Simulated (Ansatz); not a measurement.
# Co (hcp type): the cost of one run

Computed with Ansatz 0.2.0 (DFT PBEsol, with the methods named in each step, unless a step's input says otherwise).

### 1 Starting point

The structure is hexagonal, space group P6_3/mmc (No. 194). Conventional cell: a = 2.457 Å, b = 2.457 Å, c = 3.971 Å, α = 90.00°, β = 90.00°, γ = 120.00°. Co (site symmetry -6m2) is surrounded by 12 Co at 2.44 to 2.46 Å.

As a file:

```
CELL_PARAMETERS angstrom
2.45686 0.00000 0.00000
-1.22843 2.12771 0.00000
0.00000 0.00000 3.97143
ATOMIC_POSITIONS crystal
Co 0.33333 0.66667 0.25000
Co 0.66667 0.33333 0.75000
```

Whether this phase is the stable one at these pressures isn't tested.

Atoms are numbered in the order of the input: Co1, Co2.

### 2 The reference volume, LAPW

Input file input.yaml:

```yaml
crystal:
  lattice:
    - [2.4568649246, 0.0, 0.0]
    - [-1.2284324623, 2.1277074384, 0.0]
    - [0.0, 0.0, 3.9714276612]
  atoms:
    - { symbol: Co, position: [0.3333333333, 0.6666666667, 0.25], spin: 1.7 }
    - { symbol: Co, position: [0.6666666667, 0.3333333333, 0.75], spin: 1.7 }
magnetization:
  spin_polarized: true
kpoints:
  mp_grid: { grid: [17, 17, 9] }
  band_path:
    path:
      - [0.0, 0.0, 0.0]
      - [0.5, 0.0, 0.0]
      - [0.3333333333, 0.3333333333, 0.0]
      - [0.0, 0.0, 0.0]
      - [0.0, 0.0, 0.5]
      - [0.5, 0.0, 0.5]
      - [0.3333333333, 0.3333333333, 0.5]
      - [0.0, 0.0, 0.5]
      - [0.5, 0.0, 0.5]
    npoints: 14
scf:
  occupations: { method: fermi_dirac, width: 0.1 }
hamiltonian:
  xc: pbesol
  pseudopotentials: { kind: all_electron, lapw: { basis_error: 0.001 } }
output:
  forces: true
  stress: true
  eigenvalues: true
  populations: true
  dos: { projected: true, de: 0.2, e_range: [-14, 8] }
```

On the command line:

```sh
$ ansatz run input.yaml --threads 1 --pin off --max-ram 3072MiB --backend cpu --events-out ev --progress --plain --runs-dir out
```

**Question.** How long does this run take on 1 thread of Arm Neoverse V2, shared host, and how much memory does it need?

About 90 s, with a peak of 0.76 GiB.
